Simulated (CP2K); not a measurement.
Ga3Se:

```
Se Ga
1.0
     4.43246    0.00000    0.00000
     0.00000    4.43246    0.00000
     0.00000    0.00000    4.43246
Se Ga
1 3
Direct
  0.00000 0.00000 0.00000
  0.50000 0.50000 0.00000
  0.50000 0.00000 0.50000
  0.00000 0.50000 0.50000
```

The cell comes from a database or a generator and needn't be the stable form of this composition.

Program: CP2K 2026.2. Alike in all runs: task band structure; no spin polarisation; cell as given; k mesh 6 × 6 × 6.

Order these runs on this cell by their pressure, lowest first.
A. level PBE; potentials or basis POTENTIAL_UZH Se GTH-PBE-q6, Ga GTH-PBE-q13; TZVP-MOLOPT-PBE-GTH basis; smearing fermi-dirac 0.0259 eV; EPS_DEFAULT 1.0E-10; points a segment of the path (NPOINTS) 8; bands added on the path 4; CUTOFF of the grids 450 Ry
B. level r2SCAN; potentials or basis POTENTIAL_UZH Se GTH-SCAN-q6, Ga GTH-SCAN-q13; TZVP-MOLOPT-SCAN-GTH basis; smearing fermi-dirac 0.05 eV; EPS_DEFAULT 1.0E-10; points a segment of the path (NPOINTS) 6; bands added on the path 2; CUTOFF of the grids 675 Ry
C. level LDA; potentials or basis GTH_POTENTIALS Se GTH-PADE-q6, Ga GTH-PADE-q13; TZVP-MOLOPT-PBE-GTH basis; smearing fermi-dirac 0.05 eV; EPS_DEFAULT 1.0E-9; points a segment of the path (NPOINTS) 10; bands added on the path 6; CUTOFF of the grids 450 Ry

C (-4.8 GPa), B (-2.6 GPa), A (-0.1 GPa).

Caveats: the basis of atomic orbitals isn't converged, which shifts pressures, moduli and gaps.
